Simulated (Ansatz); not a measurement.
# CsBe3Ag: the cost of one run

Computed with Ansatz 0.2.0 (DFT PBE, scalar-relativistic, plane waves, PAW, unless a step's input says otherwise).

### Step 1. The structure to begin with

It takes space group Pm-3m (No. 221, cubic). Conventional cell: a = 4.334 Å, b = 4.334 Å, c = 4.334 Å, α = 90.00°, β = 90.00°, γ = 90.00°. Cs (site symmetry m-3m) is surrounded by 6 Be at 2.17 Å. Be (site symmetry 4/mmm) is surrounded by 2 Cs at 2.17 Å. Ag (site symmetry m-3m) is surrounded by 12 Be at 3.06 Å.

Structure file:

```cif
data_structure
_symmetry_space_group_name_H-M 'Pm-3m'
_symmetry_Int_Tables_number 221
_cell_length_a 4.3344
_cell_length_b 4.3344
_cell_length_c 4.3344
_cell_angle_alpha 90.000
_cell_angle_beta 90.000
_cell_angle_gamma 90.000
_cell_volume 81.43
loop_
_atom_site_label
_atom_site_type_symbol
_atom_site_symmetry_multiplicity
_atom_site_Wyckoff_symbol
_atom_site_fract_x
_atom_site_fract_y
_atom_site_fract_z
_atom_site_occupancy
Cs1 Cs 1 b 0.50000 0.50000 0.50000 1
Be1 Be 3 c 0.00000 0.50000 0.50000 1
Ag1 Ag 1 a 0.00000 0.00000 0.00000 1
```

The cell is invented: species swapped into a database cell of AlCo3C (Pm-3m, No. 221), with Ag on the Al sites, Be on the Co sites and Cs on the C sites. The dimensions are guesses.

### Step 2. Probe: one point on a coarse mesh

input.yaml

```yaml
crystal:
  lattice:
    - [4.33440127, 0.0, 0.0]
    - [0.0, 4.33440127, 0.0]
    - [0.0, 0.0, 4.33440127]
  atoms:
    - { symbol: Cs, position: [0.5, 0.5, 0.5] }
    - { symbol: Be, position: [0.0, 0.5, 0.5] }
    - { symbol: Be, position: [0.5, 0.0, 0.5] }
    - { symbol: Be, position: [0.5, 0.5, 0.0] }
    - { symbol: Ag, position: [0.0, 0.0, 0.0] }
basis:
  ecutwfc: 420
kpoints:
  mp_grid: { grid: [4, 4, 4] }
hamiltonian:
  xc: pbe
scf:
  occupations: { method: gaussian, width: 0.1 }
  lower_state_search: "off"
output:
  forces: true
  stress: true
  eigenvalues: true
```

The run is started by

```console
$ ansatz run input.yaml --threads 1 --pin off --max-ram 2560MiB --backend cpu --events-out ev --progress --plain --runs-dir out
```

**Question.** How long does this run take on 1 thread of Intel Xeon 6975P-C (Granite Rapids), shared host, and how much memory does it need?

About 1.1 s, with a peak of 0.39 GiB.
